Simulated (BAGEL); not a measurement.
# BH2O (SMILES B[O]): UHF/6-31G(d) (density fitting with qzvpp-jkfit, spherical functions)

What is the electronic atomisation energy of BH2O at UHF/6-31G* (density fitting with qzvpp-jkfit, spherical functions)? 

The results are computed with BAGEL 1.2.2.

20 further runs of the same task are left out: 2 that didn't finish, 18 set aside as unsound or not needed.

**1. The system as given**

The species is BH2O (4 atoms), meant as a doublet with charge 0. As SMILES, `B[O]`. The shape is that of a PBE0-D4/def2-TZVP optimisation.

Bond lengths: B1–O2 1.281 Å, B1–H3 1.211 Å, B1–H4 1.211 Å. Angles: O2–B1–H3 119.9°, O2–B1–H4 119.9°, H3–B1–H4 120.2°.

**2. A single-point energy at UHF/6-31G(d) (density fitting with qzvpp-jkfit, spherical functions)**

Contents of input.json:

```json
{ "bagel": [

{
  "title": "molecule",
  "basis": "6-31gs.json",
  "df_basis": "qzvpp-jkfit",
  "angstrom": "true",
  "geometry": [
    { "atom": "B", "xyz": [      -0.001100,      -0.010300,      -0.015100 ] },
    { "atom": "O", "xyz": [       1.025300,      -0.340800,       0.676900 ] },
    { "atom": "H", "xyz": [      -1.052600,      -0.587700,       0.151600 ] },
    { "atom": "H", "xyz": [       0.083900,       0.878500,      -0.833600 ] }
  ]
},

{
  "title": "uhf",
  "nopen": 1
},

{
  "title": "print",
  "file": "orbitals.molden",
  "orbitals": "true"
}

]}
```

The basis set 6-31G* is read from a file made from the Basis Set Exchange's data (not shown).

Run with:

```
$ BAGEL_NUM_THREADS=1 BAGEL input.json > input.out
```

The program printed:

```text
* using 1 threads per process

  ===============================================================
  ===============================================================

  *** Geometry ***

  { "atom" : "B", "xyz" : [     -0.002079,     -0.019464,     -0.028535 ] },
  { "atom" : "O", "xyz" : [      1.937536,     -0.644019,      1.279156 ] },
  { "atom" : "H", "xyz" : [     -1.989126,     -1.110592,      0.286482 ] },
  { "atom" : "H", "xyz" : [      0.158548,      1.660124,     -1.575276 ] },

  Number of auxiliary basis functions:      188

  Since a DF basis is specified, we compute 2- and 3-index integrals:
    o Being stored without compression. Storage requirement is 0.002 GB

  Number of basis functions:       32
  Number of electrons      :       15

    * METHOD: MOLECULE                             0.02

  *** Open-shell HF ***

  === Nuclear Repulsion ===
    25.0661859151

      * DIIS with orbital gradients will be used.

  === UHF iteration (6-31gs.json) ===
      0       -100.38451327          0.10780390           0.00
      1       -100.43022749          0.11546823           0.00
      2       -100.50059859          0.09390616           0.00
      3       -100.67474610          0.01125679           0.00
      4       -100.69016611          0.00751709           0.00
      5       -100.69900057          0.00285949           0.00
      6       -100.69944662          0.00080836           0.00
      7       -100.69961475          0.00026392           0.00
      8       -100.69963936          0.00005130           0.00
      9       -100.69964969          0.00002973           0.00
     10       -100.69965151          0.00000427           0.00
     11       -100.69965161          0.00000135           0.00
     12       -100.69965162          0.00000096           0.00
     13       -100.69965163          0.00000065           0.00
     14       -100.69965164          0.00000017           0.00
     15       -100.69965164          0.00000004           0.00
     16       -100.69965164          0.00000001           0.00
     17       -100.69965164          0.00000001           0.00
     18       -100.69965164          0.00000001           0.00
    * SCF iteration converged.

    * S^2 (UHF) is 0.7667

    * Permanent dipole moment:
           (    0.287264,    -0.092414,     0.193591) a.u.

    * METHOD: UHF                                  0.07

    * METHOD: PRINT                                0.00

  ===============================================================
```

Wall time 0.42 s (1 thread of Intel Xeon 6975P-C (Granite Rapids), shared host); peak memory 0.078 GiB.

**3. The B atom at the same level**

Contents of hf.json:

```json
{ "bagel": [

{
  "title": "molecule",
  "basis": "6-31gs.json",
  "df_basis": "qzvpp-jkfit",
  "angstrom": true,
  "geometry": [
    { "atom": "B", "xyz": [       0.000000,       0.000000,       0.000000 ] }
  ]
},

{ "title": "uhf", "charge": 0, "nopen": 1 },

{ "title": "print", "file": "orbitals.molden", "orbitals": true }

]}
```

The basis set 6-31G* is read from a file made from the Basis Set Exchange's data (not shown).

Run the same way, it converges to -24.52197 Eh (log not shown).

**4. The H atom, same level**

Contents of input.json:

```json
{ "bagel": [

{
  "title": "molecule",
  "basis": "6-31gs.json",
  "df_basis": "qzvpp-jkfit",
  "angstrom": true,
  "geometry": [
    { "atom": "H", "xyz": [    0.000000,    0.000000,    0.000000 ] }
  ]
},
{ "title": "uhf", "charge": 0, "nopen": 1 },
{ "title": "print", "file": "orbitals.molden", "orbitals": true }

]}
```

The basis set 6-31G* is read from a file made from the Basis Set Exchange's data (not shown).

Run the same way, it converges to -0.49823 Eh (log not shown).

**5. The O atom at the same level**

Contents of hf.json:

```json
{ "bagel" : [

{
  "title" : "molecule",
  "basis" : "6-31gs.json",
  "df_basis" : "qzvpp-jkfit",
  "angstrom" : true,
  "geometry" : [
    { "atom" : "O", "xyz" : [       0.000000,       0.000000,       0.000000 ] }
  ]
},

{ "title" : "uhf", "nopen" : 2 },

{ "title" : "print", "file" : "orbitals.molden", "orbitals" : true }

]}
```

The basis set 6-31G* is read from a file made from the Basis Set Exchange's data (not shown).

Run with:

```
$ BAGEL_NUM_THREADS=1 BAGEL hf.json > hf.out
```

The program printed:

```text
* using 1 threads per process

  ===============================================================
  ===============================================================

  *** Geometry ***

  { "atom" : "O", "xyz" : [      0.000000,      0.000000,      0.000000 ] },

  Number of auxiliary basis functions:       77

  Since a DF basis is specified, we compute 2- and 3-index integrals:
    o Being stored without compression. Storage requirement is 0.000 GB

  Number of basis functions:       14
  Number of electrons      :        8

    * METHOD: MOLECULE                             0.01

  *** Open-shell HF ***

  === Nuclear Repulsion ===
     0.0000000000

      * DIIS with orbital gradients will be used.

  === UHF iteration (6-31gs.json) ===
      0        -74.77174474          0.01805609           0.00
      1        -74.78177491          0.00548005           0.00
      2        -74.78290854          0.00208081           0.00
      3        -74.78314815          0.00037351           0.00
      4        -74.78316225          0.00011688           0.00
      5        -74.78316393          0.00000400           0.00
      6        -74.78316401          0.00000178           0.00
      7        -74.78316403          0.00000070           0.00
      8        -74.78316403          0.00000004           0.00
      9        -74.78316403          0.00000000           0.00
    * SCF iteration converged.

    * S^2 (UHF) is 2.0055

    * Permanent dipole moment:
           (   -0.000000,    -0.000000,     0.000000) a.u.

    * METHOD: UHF                                  0.01

    * METHOD: PRINT                                0.00

  ===============================================================
```

Wall time 0.38 s (1 thread of Intel Xeon 6975P-C (Granite Rapids), shared host); peak memory 0.078 GiB.

**6. Results**

Level: UHF/6-31G* (density fitting with qzvpp-jkfit, spherical functions).

```
                     quantity          value
       molecule: total energy  -100.69965 Eh
      molecule: dipole moment         0.91 D
               molecule: ⟨S²⟩          0.767
         B atom: total energy   -24.52197 Eh
        B atom: dipole moment         0.00 D
                 B atom: ⟨S²⟩          0.754
         H atom: total energy    -0.49823 Eh
        H atom: dipole moment         0.00 D
                 H atom: ⟨S²⟩          0.750
         O atom: total energy   -74.78316 Eh
        O atom: dipole moment         0.00 D
                 O atom: ⟨S²⟩          2.006
electronic atomisation energy      10.832 eV
```

What this shows: Taking the molecule apart into free atoms costs 10.83 eV (250 kcal/mol), before zero-point energy and without spin-orbit coupling. Hartree–Fock lacks the correlation of the bonding pairs, which as a rule makes this value much too low; in minimal bases other errors can mask that.
